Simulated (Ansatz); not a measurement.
# C2H8Si: the cost of one run

The runs use Ansatz 0.2.0, Gaussian basis; PBE0-D4/def2-TZVP structures, single points in def2-TZVPP, no counterpoise correction.

Levels: SPW92, PBE-D4, BLYP-D4, r2SCAN-D4, B97M-V, PBE0-D4, B3LYP-D4, r2SCAN0-D4, BHLYP-D4, CAM-B3LYP-D4, wB97X-V, wB97M-V, B2PLYP, PBE-QIDH, RPA on PBE, Hartree-Fock, MP2, CCSD, CCSD(T).

Cores are frozen in the correlated methods. B3LYP uses VWN-RPA correlation. B2PLYP carries no dispersion term here.

94 further runs of the same task are left out: 94 set aside as unsound or not needed.

## 1. Where the work starts

The complex: 16 atoms, charge 0, spin multiplicity 1.

Atoms are counted from 1 here; the program's logs count them from 0.

Bond lengths: Si1–C3 1.872 Å, Si1–C4 1.872 Å, Si1–H5 1.491 Å, Si1–H7 1.492 Å, C2–H6 1.089 Å, C2–H8 1.090 Å, C2–H9 1.090 Å, C2–H10 1.090 Å, C3–H11 1.093 Å, C3–H12 1.092 Å, C3–H13 1.093 Å, C4–H14 1.092 Å, C4–H15 1.093 Å, C4–H16 1.093 Å. Angles: C3–Si1–C4 111.5°, C3–Si1–H5 109.5°, C3–Si1–H7 109.4°, C4–Si1–H5 109.5°, C4–Si1–H7 109.4°, H5–Si1–H7 107.4°, H6–C2–H8 109.4°, H6–C2–H9 109.4°, H6–C2–H10 109.7°, H8–C2–H9 109.3°, H8–C2–H10 109.6°, H9–C2–H10 109.6°, Si1–C3–H11 110.9°, Si1–C3–H12 111.0°, Si1–C3–H13 110.9°, H11–C3–H12 108.0°, H11–C3–H13 108.0°, H12–C3–H13 108.0° and more.

As a file:

```mol
C3H12Si
  3D, bonds by distance, orders not assigned

 16 14  0  0  0  0  0  0  0  0999 V2000
    0.4370   -0.4329   -0.5286 Si  0  0
   -1.7413    1.7048    2.3392 C   0  0
   -0.1562   -2.0084   -1.3473 C   0  0
    2.0583    0.1508   -1.2602 C   0  0
   -0.5943    0.6314   -0.6913 H   0  0
   -1.0058    0.9431    2.5956 H   0  0
    0.6092   -0.6684    0.9341 H   0  0
   -1.2563    2.4986    1.7717 H   0  0
   -2.5278    1.2575    1.7319 H   0  0
   -2.1736    2.1185    3.2500 H   0  0
    0.5752   -2.8112   -1.2241 H   0  0
   -1.1009   -2.3439   -0.9131 H   0  0
   -0.3129   -1.8560   -2.4183 H   0  0
    2.3990    1.0686   -0.7755 H   0  0
    1.9531    0.3533   -2.3292 H   0  0
    2.8374   -0.6057   -1.1351 H   0  0
  1  3  8  0
  1  4  8  0
  1  5  8  0
  1  7  8  0
  2  6  8  0
  2  8  8  0
  2  9  8  0
  2 10  8  0
  3 11  8  0
  3 12  8  0
  3 13  8  0
  4 14  8  0
  4 15  8  0
  4 16  8  0
M  END
```

Its parts: C₂H₈Si holds atoms 1, 3, 4, 5, 7, 11, 12, 13, 14, 15, 16; CH₄ holds atoms 2, 6, 8, 9, 10. Each part counts its atoms afresh in its own runs.

## 2. Relaxing C₂H₈Si alone

The input, relax-a/in.yaml:

```yaml
crystal:
  periodic: [false, false, false]
  atoms:
    - {symbol: Si, position_ang: [0.437041, -0.432911, -0.528583]}
    - {symbol: C, position_ang: [-0.156224, -2.008370, -1.347252]}
    - {symbol: C, position_ang: [2.058252, 0.150766, -1.260182]}
    - {symbol: H, position_ang: [-0.594271, 0.631382, -0.691339]}
    - {symbol: H, position_ang: [0.609163, -0.668437, 0.934123]}
    - {symbol: H, position_ang: [0.575241, -2.811240, -1.224054]}
    - {symbol: H, position_ang: [-1.100895, -2.343852, -0.913066]}
    - {symbol: H, position_ang: [-0.312938, -1.856025, -2.418262]}
    - {symbol: H, position_ang: [2.399006, 1.068611, -0.775499]}
    - {symbol: H, position_ang: [1.953053, 0.353278, -2.329179]}
    - {symbol: H, position_ang: [2.837354, -0.605654, -1.135077]}
basis:
  gaussian: {orbitals: def2-TZVP}
hamiltonian: {xc: pbe0, dispersion: d4}
relax: {f_tol: 0.005, max_steps: 200}
```

On the command line:

```console
$ ansatz run in.yaml --threads 8 --pin off --events-out ev --progress --plain --max-ram 19148MiB
```

**Question.** How long does this run take on 8 threads of Arm Neoverse V1, shared host?

About 2.4 s.
